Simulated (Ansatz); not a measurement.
# BBrClHS: how energies converge with the basis set

An exercise on one series of results from a longer session: the logs are not shown, and one member is left open.

Program: Ansatz 0.2.0, Gaussian basis. Level of theory: one geometry, several basis sets. These are calculated values, not measurements.

Levels to be run: PBE0-D4/def2-SVP; ωB97M-V/def2-SVP; PBE0-D4/def2-QZVPP; ωB97M-V/def2-QZVPP; the functionals' def2-TZVPP values are taken from earlier runs.

### The relaxed structure

All runs share one geometry, relaxed beforehand with PBE0-D4 in a triple-zeta def2 set.

SMILES `SB(Cl)Br`, 5 atoms, charge 0, spin multiplicity 1.

Atoms are counted from 1 here; the program's logs count them from 0.

Bond lengths: S1–B2 1.784 Å, S1–H5 1.343 Å, B2–Cl3 1.743 Å, B2–Br4 1.912 Å. Angles: B2–S1–H5 96.6°, S1–B2–Cl3 117.7°, S1–B2–Br4 122.7°, Cl3–B2–Br4 119.6°.

Set-up of the first run:

Input file in.yaml:

```yaml
crystal:
  periodic: [false, false, false]
  atoms:
    - {symbol: S, position_ang: [0.336251, 1.341768, 0.329456]}
    - {symbol: B, position_ang: [0.141188, -0.424915, 0.176735]}
    - {symbol: Cl, position_ang: [1.003220, -1.435420, 1.305998]}
    - {symbol: Br, position_ang: [-0.962407, -1.229974, -1.160828]}
    - {symbol: H, position_ang: [-0.468451, 1.674841, -0.692862]}
basis:
  gaussian: {orbitals: def2-SVP}
hamiltonian: {xc: pbe0, dispersion: d4}
output: {orbitals: {seedname: orbitals}}
```

Among the steps run: PBE0-D4 in def2-SVP; ωB97M-V in def2-SVP; PBE0-D4 in def2-QZVPP; ωB97M-V in def2-QZVPP.

One table of the session follows, with a row left open; its other results are not shown here.

It belongs to the step «Functionals by basis». 

| functional | basis | HOMO (eV) |
| --- | --- | --- |
| PBE0-D4 | def2-SVP | -8.20 |
| PBE0-D4 | def2-TZVPP | -8.31 |
| PBE0-D4 | def2-QZVPP | -8.33 |
| ωB97M-V | def2-SVP | -10.30 |
| ωB97M-V | def2-TZVPP | -10.44 |
| ωB97M-V | def2-QZVPP | ? |

Q: Estimate the row for ωB97M-V, def2-QZVPP from the others.

**Answer.** HOMO (eV): -10.47. In the column «HOMO (eV)» it is the lowest.
